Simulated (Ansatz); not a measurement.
# HfNb2O5: the cost of one run

Method: DFT PBE, scalar-relativistic, plane waves, PAW, unless a step names another level, in Ansatz 0.2.0.

8 further runs of the same task are left out: 1 that didn't finish, 7 set aside as unsound or not needed.

### 1 Plan

Pauling electronegativities: Hf 1.30, Nb 1.60, O 3.44 (spread 2.14). The formula balances with common oxidation states: Hf +4, Nb +3, O -2. Tabulated atomic sizes suggest about 12 Å³/atom. 17 candidates were drawn, by swapping species into database cells of other compounds, at random by space group and Wyckoff sites, or by hand, as the table says; time allowed 15 of them to run, and these are listed.

```
name                                         made from  space group no.                   Wyckoff sites  atoms (primitive cell)  V (Å³/atom)
 c01                         database cell of LaAl5Ni2               71          Hf 2a; Nb 4j; O 2d, 8l                       8         12.8
 c02                         database cell of Tb2Mg5Ag              166      Hf 3a; Nb 6c; O 6c, 6c, 3b                       8         14.4
 c03                          database cell of Li2BiF5               87          Hf 2a; Nb 4d; O 8h, 2b                       8         13.6
 c04  built by hand: pseudobrookite (Al2TiO5), ordered               63      Hf 4c; Nb 8f; O 8f, 8f, 4c                      16         11.7
 c05                                            random               71      Hf 2b; Nb 4i; O 4f, 4e, 2c                       8         14.9
 c06                          database cell of Mn5Al2V               12      Hf 2d; Nb 4i; O 4i, 4i, 2a                       8         10.8
 c08                                            random               99  Hf 1b; Nb 2c; O 2c, 1a, 1a, 1a                       8         15.0
 c09                                            random              164          Hf 1a; Nb 2d; O 3f, 2d                       8         14.1
 c10                                            random               71          Hf 2b; Nb 4g; O 8m, 2d                       8         14.5
 c11                                            random               47      Hf 1h; Nb 2q; O 2m, 2r, 1d                       8         13.1
 c12                            database cell of V2OF5                5      Hf 2a; Nb 4c; O 2b, 4c, 4c                       8         12.2
 c13             built by hand: CaV2O5 / NaV2O5 ladder               59      Hf 2a; Nb 4e; O 4e, 2a, 4e                      16         12.3
 c14                          database cell of NaLi5N2              123      Hf 1d; Nb 1c, 1b; O 4i, 1a                       8         10.8
 c16  built by hand: oxygen-deficient layered fluorite              119      Hf 2a; Nb 4e; O 4f, 4f, 2d                       8         11.7
 c17                                            random              191          Hf 1b; Nb 2d; O 4h, 1a                       8         12.3
```

### 2 Screening run of c04

Input file input.yaml:

```yaml
crystal:
  lattice:
    - [1.925, -4.9, 0.0]
    - [1.925, 4.9, 0.0]
    - [0.0, 0.0, 9.9]
  atoms:
    - { symbol: Hf, position: [0.81, 0.19, 0.75] }
    - { symbol: Hf, position: [0.19, 0.81, 0.25] }
    - { symbol: Nb, position: [0.135, 0.865, 0.56] }
    - { symbol: Nb, position: [0.135, 0.865, 0.94] }
    - { symbol: Nb, position: [0.865, 0.135, 0.06] }
    - { symbol: Nb, position: [0.865, 0.135, 0.44] }
    - { symbol: O, position: [0.952, 0.048, 0.617] }
    - { symbol: O, position: [0.952, 0.048, 0.883] }
    - { symbol: O, position: [0.048, 0.952, 0.117] }
    - { symbol: O, position: [0.048, 0.952, 0.383] }
    - { symbol: O, position: [0.689, 0.311, 0.93] }
    - { symbol: O, position: [0.689, 0.311, 0.57] }
    - { symbol: O, position: [0.311, 0.689, 0.43] }
    - { symbol: O, position: [0.311, 0.689, 0.07] }
    - { symbol: O, position: [0.24, 0.76, 0.75] }
    - { symbol: O, position: [0.76, 0.24, 0.25] }
basis:
  ecutwfc: 420
kpoints:
  mp_grid: { grid: [3, 3, 2] }
hamiltonian:
  xc: pbe
scf:
  occupations: { method: gaussian, width: 0.15 }
  lower_state_search: "off"
output:
  forces: true
  stress: true
  eigenvalues: true
relax:
  adjacent_minimum: "off"
  f_tol: 0.08
  max_steps: 16
  cell: { stress_tol: 0.8 }
```

Run with:

```bash
> ansatz run input.yaml --threads 1 --pin off --max-ram 2560MiB --backend cpu --events-out ev --progress --plain --runs-dir out
```

Q: Estimate wall time and peak memory on 1 thread of Intel Xeon at 2.50GHz (Skylake/Cascade Lake), shared host.

About 5.7 min, with a peak of 0.61 GiB.
